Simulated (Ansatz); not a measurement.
# CH₆ClFSi₂: a ladder of functionals and wavefunction methods

One table from this session's results is given with a row withheld; the runs are named, their logs left out.

The runs use Ansatz 0.2.0, Gaussian basis; functionals in def2-TZVPP, the program's frozen cores in correlated methods.

Plan: PBE-D4, r2SCAN-D4, PBE0-D4, B3LYP-D4, ωB97X-V, ωB97M-V, B2PLYP; CCSD(T)/def2-TZVPP; MP2/def2-QZVPP; extrapolation to the limit.

## Structure used throughout

The geometry comes from an earlier relaxation with PBE0-D4 in a triple-zeta def2 set; it is a stationary point, not always the lowest conformer.

SMILES `C[SiH2][SiH](F)Cl`, 11 atoms, charge 0, spin multiplicity 1.

Atoms are counted from 1 here; the program's logs count them from 0.

Bond lengths: C1–Si2 1.872 Å, C1–H6 1.092 Å, C1–H7 1.092 Å, C1–H8 1.092 Å, Si2–Si3 2.340 Å, Si2–H9 1.489 Å, Si2–H10 1.489 Å, Si3–F4 1.600 Å, Si3–Cl5 2.056 Å, Si3–H11 1.482 Å. Angles: Si2–C1–H6 110.5°, Si2–C1–H7 110.7°, Si2–C1–H8 110.6°, H6–C1–H7 108.2°, H6–C1–H8 108.4°, H7–C1–H8 108.3°, C1–Si2–Si3 110.1°, C1–Si2–H9 111.5°, C1–Si2–H10 111.6°, Si3–Si2–H9 106.7°, Si3–Si2–H10 108.6°, H9–Si2–H10 108.2°, Si2–Si3–F4 110.1°, Si2–Si3–Cl5 108.4°, Si2–Si3–H11 116.9°, F4–Si3–Cl5 107.3°, F4–Si3–H11 106.9°, Cl5–Si3–H11 107.0°.

The first run:

in.yaml

```yaml
crystal:
  periodic: [false, false, false]
  atoms:
    - {symbol: C, position_ang: [-1.147184, 0.189687, -1.258103]}
    - {symbol: Si, position_ang: [0.010147, -0.897096, -0.266887]}
    - {symbol: Si, position_ang: [1.032200, 0.351090, 1.428040]}
    - {symbol: F, position_ang: [-0.071696, 0.899980, 2.448003]}
    - {symbol: Cl, position_ang: [1.938234, 1.985467, 0.571583]}
    - {symbol: H, position_ang: [-0.604216, 1.034772, -1.686125]}
    - {symbol: H, position_ang: [-1.944979, 0.581841, -0.624235]}
    - {symbol: H, position_ang: [-1.602904, -0.376587, -2.073185]}
    - {symbol: H, position_ang: [1.104732, -1.445833, -1.114568]}
    - {symbol: H, position_ang: [-0.711791, -2.040894, 0.356561]}
    - {symbol: H, position_ang: [2.062857, -0.339426, 2.239616]}
basis:
  gaussian: {orbitals: def2-TZVPP}
hamiltonian: {xc: pbe, dispersion: d4}
output: {forces: true, orbitals: {seedname: orbitals}}
```

Started as:

```bash
ansatz run in.yaml --threads 4 --pin off --events-out ev --progress --plain --max-ram 10444MiB
```

Steps of the session up to this table: PBE-D4 (GGA); r2SCAN-D4 (meta-GGA); PBE0-D4 (hybrid); B3LYP-D4 (hybrid); ωB97X-V (range-separated); ωB97M-V (range-separated); B2PLYP (double hybrid); CCSD(T) in def2-TZVPP; MP2 in def2-QZVPP.

One of the session's tables, all rows but one given; the rest of the session is left out.

It belongs to the step «Atomisation energies». 

```
            method  atomisation energy (kJ/mol)
            PBE-D4                       3830.2
         r2SCAN-D4                       3829.2
           PBE0-D4                       3797.5
          B3LYP-D4                       3802.6
           ωB97X-V                       3842.4
           ωB97M-V                       3826.7
            B2PLYP                            ?
     HF/def2-TZVPP                       2915.3
    MP2/def2-TZVPP                       3767.6
   CCSD/def2-TZVPP                       3680.4
CCSD(T)/def2-TZVPP                       3724.5
           MP2/CBS                       3871.7
       CCSD(T)/CBS                       3828.6
```

**Question.** Estimate the row for B2PLYP.

As computed: atomisation energy (kJ/mol): 3764.7. In the column «atomisation energy (kJ/mol)» it lies between CCSD(T)/def2-TZVPP (3724.5) and MP2/def2-TZVPP (3767.6).
